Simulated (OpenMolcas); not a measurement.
# Mg: CASSCF and CASPT2 terms and fine-structure levels

Aim: the low terms and levels of Mg, with their order and spacing, then second-order correlation under several settings.

Method: state-averaged CASSCF and CASPT2, spin-orbit coupling by RASSI with atomic mean-field integrals. Code: OpenMolcas 26.06.

**1. What is computed**

- Species: Mg (magnesium, Z = 12, 12 electrons)
- Basis: ANO-L-VQZP [6s5p3d2f], 50 functions
- Scalar Hamiltonian: non-relativistic, point nucleus
- Inactive shells: 1s 2s 2p
- Active space: 2 electrons in 4 orbitals (3s 3p)
- Some configurations of this space: 3p², 3s 3p, 3s²
- Orbitals: optimised for each spin and parity, averaged over the low roots

The outer shells:

3p2
```
3p [↑ ][↑ ][  ]
```

3s 3p
```
3s [↑ ]
3p [↑ ][  ][  ]
```

3s2
```
3s [↑↓]
```

The work runs as a chain of OpenMolcas steps in one folder; each step below is one input file. Labels, J, g values, rates, χT and fits are worked out afterwards by a script from the matrices that RASSI stores.

**2. One- and two-electron integrals**

Contents of a.inp:

```
&GATEWAY
Coord
1

Mg 0.0 0.0 0.0
Basis=ANO-L-VQZP
Group=XYZ
NoMove
AngMom=0.0 0.0 0.0
AMFI
&SEWARD
```

The run is started by

```
$ OMP_NUM_THREADS=1 MOLCAS_MEM=2252 MOLCAS_PROJECT=a pymolcas a.inp > a.log
```

**3. CASSCF: triplets of even parity, 3 roots**

Contents of a.inp:

```
&RASSCF
FileOrb=start.orb
Symmetry=1
Spin=3
nActEl=2 0 0
Inactive=2 3
Ras2=1 3
CIRoot=3 3 1
SDav=3
CIMx=300
Iter=120 100
PrWF=0.3
OrbListing=Nothing
MaxOrb=0
Atom
>>> COPY $Project.JobIph JOB001
```

start.orb holds the contracted functions of the basis, ordered by shell, or the orbitals of the step before.

**4. CASSCF: singlets of even parity, 1 root**

Contents of a.inp:

```
&RASSCF
FileOrb=start.orb
Symmetry=1
Spin=1
nActEl=2 0 0
Inactive=2 3
Ras2=1 3
CIRoot=1 1 1
SDav=7
CIMx=300
Iter=120 100
PrWF=0.3
OrbListing=Nothing
MaxOrb=0
Atom
>>> COPY $Project.JobIph JOB002
```

**5. CASSCF: triplets of odd parity, 3 roots**

Contents of a.inp:

```
&RASSCF
FileOrb=start.orb
Symmetry=2
Spin=3
nActEl=2 0 0
Inactive=2 3
Ras2=1 3
CIRoot=3 3 1
SDav=3
CIMx=300
Iter=120 100
PrWF=0.3
OrbListing=Nothing
MaxOrb=0
Atom
>>> COPY $Project.JobIph JOB003
```

**6. Reference wave functions, singlets of odd parity, 3 roots**

Changes to a.inp since step 5:

```diff
@@ -3,3 +3,3 @@
 Symmetry=2
-Spin=3
+Spin=1
 nActEl=2 0 0
@@ -15,2 +15,2 @@
 Atom
->>> COPY $Project.JobIph JOB003
+>>> COPY $Project.JobIph JOB004
```

**7. RASSI: spin-orbit coupling between the states**

Contents of a.inp:

```
&RASSI
NrOfJobIphs=4 3 1 3 3
1 2 3
1
1 2 3
1 2 3
IphNames
JOB001
JOB002
JOB003
JOB004
EJob
SpinOrbit
DIPRint=1.0
SOCoupling=1000.0
Subsets=2
MEES
Property=10
'ANGMOM' 1 'ANGMOM' 2 'ANGMOM' 3 'MLTPL  1' 1 'MLTPL  1' 2 'MLTPL  1' 3
'AMFI' 1 'AMFI' 2 'AMFI' 3 'MLTPL  2' 6
SOProperty=3
'ANGMOM' 1 'ANGMOM' 2 'ANGMOM' 3
```

**8. CASPT2: IPEA 0, sigma1 regulariser 0.4 (closed shells correlated: 2s 2p)**

Contents of a.inp:

```
>>> COPY JOB001 $Project.JobIph
&CASPT2
Multistate=3 1 2 3
NoMult
Frozen=1 0
IPEA=0.0
Sig1=0.4
MaxIter=60
WThr=0.0 0.3 0.05
PrWF=0.5
NoMix
>>> COPY JOB002 $Project.JobIph
&CASPT2
Multistate=1 1
Frozen=1 0
IPEA=0.0
Sig1=0.4
MaxIter=60
WThr=0.0 0.3 0.05
PrWF=0.5
NoMix
>>> COPY JOB003 $Project.JobIph
&CASPT2
Multistate=3 1 2 3
NoMult
Frozen=1 0
IPEA=0.0
Sig1=0.4
MaxIter=60
WThr=0.0 0.3 0.05
PrWF=0.5
NoMix
>>> COPY JOB004 $Project.JobIph
&CASPT2
Multistate=3 1 2 3
NoMult
Frozen=1 0
IPEA=0.0
Sig1=0.4
MaxIter=60
WThr=0.0 0.3 0.05
PrWF=0.5
NoMix
```

**9. CASPT2: IPEA 0.1, sigma1 regulariser 0.1 (closed shells correlated: 2s 2p), extended multistate**

Contents of a.inp:

```
>>> COPY JOB001 $Project.JobIph
&CASPT2
XMultistate=3 1 2 3
Frozen=1 0
IPEA=0.1
Sig1=0.1
MaxIter=60
WThr=0.0 0.3 0.05
PrWF=0.5
NoMix
>>> COPY JOB002 $Project.JobIph
&CASPT2
Multistate=1 1
Frozen=1 0
IPEA=0.1
Sig1=0.1
MaxIter=60
WThr=0.0 0.3 0.05
PrWF=0.5
NoMix
>>> COPY JOB003 $Project.JobIph
&CASPT2
XMultistate=3 1 2 3
Frozen=1 0
IPEA=0.1
Sig1=0.1
MaxIter=60
WThr=0.0 0.3 0.05
PrWF=0.5
NoMix
>>> COPY JOB004 $Project.JobIph
&CASPT2
XMultistate=3 1 2 3
Frozen=1 0
IPEA=0.1
Sig1=0.1
MaxIter=60
WThr=0.0 0.3 0.05
PrWF=0.5
NoMix
```

**10. CASPT2: IPEA 0.6, imaginary shift 0.5 (closed shells correlated: 2s 2p)**

Contents of a.inp:

```
>>> COPY JOB001 $Project.JobIph
&CASPT2
Multistate=3 1 2 3
NoMult
Frozen=1 0
IPEA=0.6
Imaginary=0.5
MaxIter=60
WThr=0.0 0.3 0.05
PrWF=0.5
NoMix
>>> COPY JOB002 $Project.JobIph
&CASPT2
Multistate=1 1
Frozen=1 0
IPEA=0.6
Imaginary=0.5
MaxIter=60
WThr=0.0 0.3 0.05
PrWF=0.5
NoMix
>>> COPY JOB003 $Project.JobIph
&CASPT2
Multistate=3 1 2 3
NoMult
Frozen=1 0
IPEA=0.6
Imaginary=0.5
MaxIter=60
WThr=0.0 0.3 0.05
PrWF=0.5
NoMix
>>> COPY JOB004 $Project.JobIph
&CASPT2
Multistate=3 1 2 3
NoMult
Frozen=1 0
IPEA=0.6
Imaginary=0.5
MaxIter=60
WThr=0.0 0.3 0.05
PrWF=0.5
NoMix
```

(Steps that only read results are left out.)

What does the calculation give? Wanted: lowest level; first excited level; strongest of the lines computed, by gA, at SS-CASPT2 energies.

**Answer**, as computed:

| quantity | value |
| --- | --- |
| method | SS-CASPT2, IPEA 0, sigma1 regulariser 0.4 (closed shells correlated: 2s 2p) |
| lowest level | 3s² ¹S₀, 100 % of that term |
| ground level listed by NIST | 1S0 |
| first excited level | 3s 3p ³P°₀ at 21430 cm⁻¹ |
| strongest of the lines computed, by gA, at SS-CASPT2 energies | 3s 3p ¹P°₁ → 3s² ¹S₀, 266.7 nm, A = 4.97e+08 s⁻¹ |

Cost and accuracy by method:

| method | time of its own steps | time with the reference | mean absolute difference from the measured levels (cm-1) |
| --- | --- | --- | --- |
| A. CASSCF | 11 s | 11 s | 1000 |
| B. SS-CASPT2, IPEA 0, sigma1 regulariser 0.4, +2s 2p | 1.8 s | 12 s | 590 |
| C. XMS-CASPT2, IPEA 0.1, sigma1 regulariser 0.1, +2s 2p | 1.8 s | 12 s | 620 |
| D. SS-CASPT2, IPEA 0.6, imaginary shift 0.5, +2s 2p | 1.8 s | 12 s | 670 |

Times are of one thread on a shared host.

Method B lies closest to the measured levels (590 cm⁻¹ on average) and A farthest (1000). Only the configurations of the active space and the roots asked for are present. Not all states of the active space went into the spin-orbit step. No d shell is active. Levels of other configurations are missing from the list.
